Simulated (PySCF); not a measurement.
# The bond of ZnSe, level by level

What are the lowest state that PBE0 finds, the bond length, vibrational wavenumber and bond energy of ZnSe, and how much do these hang on the method?

The runs use PySCF 2.14.0; Zn def2-TZVPP, Se def2-TZVPP, no relativity.

## 1. Set-up

A driver script around PySCF takes these settings:

* atoms: Zn, Se
* charge: 0
* basis: Zn def2-TZVPP, Se def2-TZVPP
* Hamiltonian: no relativity
* basis functions: 112
* electrons treated: 64
* masses in u: 63.9291, 79.9165
* levels: PBE0, PBE, r²SCAN, B97-3, PW91, M06, revPBE, ωB97X, HF, MP2, SCS-MP2, CCSD, CCSD(T)
* grid: 80 radial by 434 angular points
* occupations: held fixed by the projection of orbital angular momentum
* dissociation limit: Zn + Se, each in its ground configuration
* starting distance in angstrom: 2.305
* values of 2S to try: 0, 2

The run is started by

```
$ OMP_NUM_THREADS=2 python dia.py task.json out
```

After this run come: First curve: PBE0; Higher solutions at PBE0; PBE (GGA); r²SCAN (meta-GGA); B97-3 (global hybrid GGA); PW91; M06 (hybrid meta-GGA); revPBE; ωB97X (range-separated hybrid); RHF; Adding correlation.

What does the calculation give? Wanted: for each run, Re; ωe; De; μ.

The runs gave:

Lowest PBE0 solution found, without spin–orbit coupling: ¹Σ⁺ (singlet), closed shell. State 2 has its PBE0 minimum 0.16 eV higher. State 3 has its PBE0 minimum 0.27 eV higher, as a spin-mixed determinant (⟨S²⟩ = 1.01), so this is no gap between pure states. The other levels ran on the lowest alone.

| level | Re (Å) | ωe (cm⁻¹) | De (eV) | μ (D) |
| --- | --- | --- | --- | --- |
| RHF | 2.217 | 311 | -0.232 | -6.91 |
| RHF-MP2 | 2.163 | 345 | 1.32 | n/a |
| RHF-SCS-MP2 | 2.183 | 332 | 1.13 | n/a |
| RHF-CCSD | 2.196 | 317 | 0.88 | n/a |
| RHF-CCSD(T) | 2.194 | 321 | 1.09 | n/a |
| PBE | 2.189 | 323 | 1.40 | -4.52 |
| revPBE | 2.202 | 316 | 1.19 | -4.61 |
| PW91 | 2.186 | 324 | 1.42 | -4.47 |
| r²SCAN | 2.160 | 342 | 1.39 | -4.95 |
| PBE0 | 2.178 | 331 | 1.24 | -5.22 |
| B97-3 | 2.202 | 319 | 1.11 | -5.28 |
| M06 | 2.202 | 303 | 0.85 | -4.24 |
| ωB97X | 2.175 | 329 | 1.03 | -5.40 |

De is counted to Zn + Se in their ground configurations. A positive dipole means Zn(−)Se(+).

Differences from CCSD(T) in the same basis:

| level | Re (mÅ) | ωe (%) |
| --- | --- | --- |
| RHF | +23 | -3.3 |
| RHF-MP2 | -31 | +7.3 |
| RHF-SCS-MP2 | -11 | +3.1 |
| RHF-CCSD | +2 | -1.3 |
| PBE | -5 | +0.5 |
| revPBE | +8 | -1.6 |
| PW91 | -8 | +0.7 |
| r²SCAN | -34 | +6.5 |
| PBE0 | -15 | +3.0 |
| B97-3 | +8 | -0.8 |
| M06 | +8 | -5.7 |
| ωB97X | -19 | +2.4 |

What this shows: Against CCSD(T) in the same basis, the bond length is nearest at RHF-CCSD (+2 mÅ) and farthest at r²SCAN (-34 mÅ); the wavenumber is nearest at PBE (+0.5 %) and farthest at RHF-MP2 (+7.3 %). Of the levels with a De here, RHF gives the least (-0.232 eV) and PW91 the most (1.42 eV).

Correlated steps freeze 14 core orbitals. A negative De means that the minimum lies above the separated atoms at that level.
